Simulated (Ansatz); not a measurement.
Crystal: KMg6Ni.

```
CELL_PARAMETERS angstrom
4.54392 0.00000 0.00000
0.00000 3.06188 7.49868
0.00000 -3.06188 7.49868
ATOMIC_POSITIONS crystal
Ni 0.00000 0.90341 0.90341
K 0.50000 0.71715 0.71715
Mg 0.50000 0.13973 0.13973
Mg 0.50000 0.15538 0.67980
Mg 0.50000 0.67980 0.15538
Mg 0.00000 0.31833 0.31833
Mg 0.00000 0.29363 0.79257
Mg 0.00000 0.79257 0.29363
```

The cell comes from a database or a generator and needn't be the stable form of this composition.

| Quantity | Value |
| --- | --- |
| Program | Ansatz 0.2.0 |
| Task | single point |
| Functional | PBE |
| Potentials or basis | Ansatz PAW |
| Cutoff | 420 eV (not typed: the program's choice for these potentials) |
| k mesh | 6 × 5 × 5 |
| Occupations | fermi-dirac, width 0.05 eV |
| Spin | collinear spin, ferromagnetic start |
| Starting moments | [1.0, 0.0, 0.0, 0.0, 0.0, 0.0, 0.0, 0.0] μB |

On this cell: pressure 0.1 GPa; largest force 0.067 eV/Å; net moment 0.00 μB per cell; band gap on the k mesh none (metal or under the smearing width).

The same run follows on a disturbed copy (atoms moved at random, drawn with an rms of 0.05 Å):

```
Ni K Mg
1.0
     4.54392    0.00000    0.00000
     0.00000    3.06188    7.49868
     0.00000   -3.06188    7.49868
Ni K Mg
1 1 6
Direct
  0.00884 0.91145 0.90261
  0.50922 0.72027 0.71593
  0.51002 0.13925 0.14917
  0.49089 0.15619 0.68527
  0.49376 0.68517 0.15184
  0.99692 0.31987 0.32054
  0.00435 0.28624 0.79776
  0.00643 0.79349 0.29799
```

What does the disturbed cell give?

The energy (extrapolated to zero smearing) moves by +5.3 meV/atom; pressure 0.4 GPa; largest force 0.408 eV/Å; net moment 0.00 μB per cell; band gap on the k mesh none (metal or under the smearing width).

Forces on the atoms (eV/Å):
```
Ni  -0.265 -0.150 -0.271
K   -0.007 -0.099  0.024
Mg  -0.049  0.114 -0.060
Mg   0.284  0.170 -0.085
Mg   0.211 -0.129  0.048
Mg  -0.002 -0.028  0.026
Mg  -0.098  0.175  0.330
Mg  -0.073 -0.054 -0.013
```

Stress tensor (GPa, compression positive):
```
 0.43  0.04 -0.31
 0.04  0.44  0.07
-0.31  0.07  0.18
```

Caveats: the starting moments weren't kept.
